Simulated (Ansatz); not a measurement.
# BCl3Li: the cost of one run

Method: BHLYP-D4/6-31G; program: Ansatz 0.2.0, Gaussian basis.

103 further runs of the same task are left out: 103 set aside as unsound or not needed.

### 1 The system as given

The start, a pair relaxed at PBE0-D4: 5 atoms, charge 1, spin multiplicity 1.

Atoms are counted from 1 here; the program's logs count them from 0.

Bond lengths: Li1–Cl2 2.386 Å, Li1–Cl5 2.386 Å, Cl2–B3 1.771 Å, B3–Cl4 1.689 Å, B3–Cl5 1.771 Å. Angles: Cl2–Li1–Cl5 77.6°, Li1–Cl2–B3 83.6°, Cl2–B3–Cl4 122.4°, Cl2–B3–Cl5 115.2°, Cl4–B3–Cl5 122.4°, Li1–Cl5–B3 83.6°.

Coordinates:

```xyz
5
BCl3Li
Li    0.5618   -0.7148   -2.0091
Cl   -0.6670    1.0220   -0.9295
B    -0.1538    0.1956    0.5499
Cl   -0.5842    0.7432    2.0889
Cl    0.8432   -1.2460    0.2998
```

### 2 Dynamics

Input file md/in.yaml:

```yaml
crystal:
  periodic: [false, false, false]
  atoms:
    - {symbol: Li, position_ang: [0.561792, -0.714830, -2.009093]}
    - {symbol: Cl, position_ang: [-0.667026, 1.021994, -0.929470]}
    - {symbol: B, position_ang: [-0.153764, 0.195649, 0.549890]}
    - {symbol: Cl, position_ang: [-0.584187, 0.743176, 2.088911]}
    - {symbol: Cl, position_ang: [0.843185, -1.245989, 0.299762]}
basis:
  gaussian: {orbitals: 6-31G}
total_charge: 1
hamiltonian: {xc: {name: BHLYP}, dispersion: d4}
md: {n_steps: 40, timestep: 0.75, temperature: 500, ensemble: nvt_langevin, seed: 658, friction: 0.01, initial_velocities: maxwell_boltzmann}
```

Started as:

```sh
> ansatz run in.yaml --threads 4 --pin off --events-out ev --progress --plain --max-ram 9574MiB
```

**Question.** How long does this run take on 4 threads of Arm Neoverse V2, shared host?

About 33 s.
